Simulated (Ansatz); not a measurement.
**CH4O2SW: one species, many methods**

The task here is to estimate one member of a computed series from the others.

Computed with Ansatz 0.2.0, Gaussian basis. Level: functionals in def2-TZVPP, the program's frozen cores in correlated methods.

Plan: LDA (SPW92), PBE-D4, revPBE-D4, BLYP-D4, r2SCAN-D4, B97M-V, PBE0-D4, B3LYP-D4, r2SCANh-D4, r2SCAN0-D4, HSE06-D4, BHLYP-D4, CAM-B3LYP-D4, LC-ωPBE, ωB97X-V, ωB97M-V, B2PLYP, PBE-QIDH; CCSD(T)/def2-SVP; CCSD(T)/def2-TZVPP; MP2/def2-QZVPP; extrapolation to the limit; RPA on PBE.

## Structure used throughout

An earlier PBE0-D4 in a triple-zeta def2 set relaxation fixed the geometry. W takes the def2 core potential; no spin-orbit term is included.

SMILES `[CH3][W](=[O])([OH])=[S]`, 9 atoms, charge 0, spin multiplicity 1.

Atoms are counted from 1 here; the program's logs count them from 0.

Bond lengths: C1–W2 2.102 Å, C1–H6 1.093 Å, C1–H7 1.092 Å, C1–H8 1.095 Å, W2–O3 1.697 Å, W2–O4 1.872 Å, W2–S5 2.133 Å, O4–H9 0.961 Å. Angles: W2–C1–H6 110.4°, W2–C1–H7 110.7°, W2–C1–H8 108.5°, H6–C1–H7 108.9°, H6–C1–H8 109.7°, H7–C1–H8 108.7°, C1–W2–O3 104.2°, C1–W2–O4 108.6°, C1–W2–S5 105.5°, O3–W2–O4 112.1°, O3–W2–S5 111.1°, O4–W2–S5 114.6°, W2–O4–H9 126.1°.

Set-up of the first run:

The input, in.yaml:

```yaml
crystal:
  periodic: [false, false, false]
  atoms:
    - {symbol: C, position_ang: [-0.378842, -0.604179, -1.152862]}
    - {symbol: W, position_ang: [0.578812, 0.237914, 0.518500]}
    - {symbol: O, position_ang: [1.902967, -0.785407, 0.799286]}
    - {symbol: O, position_ang: [-0.622565, 0.245213, 1.954328]}
    - {symbol: S, position_ang: [1.222239, 2.171749, -0.109451]}
    - {symbol: H, position_ang: [-1.230904, 0.010968, -1.452783]}
    - {symbol: H, position_ang: [0.312467, -0.684585, -1.994298]}
    - {symbol: H, position_ang: [-0.723746, -1.608570, -0.885325]}
    - {symbol: H, position_ang: [-1.060438, 1.016896, 2.322604]}
basis:
  gaussian: {orbitals: def2-TZVPP}
hamiltonian: {xc: lda}
output: {orbitals: {seedname: orbitals}}
```

Launch:

```bash
ansatz run in.yaml --threads 4 --pin off --events-out ev --progress --plain --max-ram 10444MiB
```

Among the steps run: LDA; PBE-D4 (GGA); revPBE-D4 (GGA); BLYP-D4 (GGA); r2SCAN-D4 (meta-GGA); B97M-V (meta-GGA); B3LYP-D4 (hybrid); r2SCANh-D4 (hybrid); r2SCAN0-D4 (hybrid); HSE06-D4 (hybrid); BHLYP-D4 (hybrid); CAM-B3LYP-D4 (range-separated); LC-ωPBE (range-separated); ωB97X-V (range-separated); ωB97M-V (range-separated); B2PLYP (double hybrid); PBE-QIDH (double hybrid).

One table of the session follows, with a row left open; its other results are not shown here.

It belongs to the step «Orbital energies across the functionals». 

```
  functional  HOMO (eV)  LUMO (eV)  gap (eV)
 LDA (SPW92)      -6.58      -3.35      3.23
      PBE-D4      -6.41      -3.14      3.27
   revPBE-D4      -6.35      -3.06      3.29
     BLYP-D4      -6.25      -3.02      3.23
   r2SCAN-D4      -6.70      -3.07      3.63
      B97M-V      -6.74      -3.00      3.74
     PBE0-D4      -7.64      -2.39      5.25
    B3LYP-D4      -7.40      -2.59      4.81
  r2SCANh-D4      -7.15      -2.79      4.36
  r2SCAN0-D4      -7.83      -2.35      5.48
    HSE06-D4      -7.24      -2.77      4.47
    BHLYP-D4      -8.72      -1.48      7.23
CAM-B3LYP-D4      -8.92      -1.33      7.59
     LC-ωPBE          ?          ?         ?
     ωB97X-V      -9.90      -0.30      9.60
     ωB97M-V      -9.76      -0.33      9.43
```

**Question.** Estimate the row for LC-ωPBE.

**Answer.** HOMO (eV): -10.23; LUMO (eV): -0.24; gap (eV): 9.99. In the column «HOMO (eV)» it is the lowest.
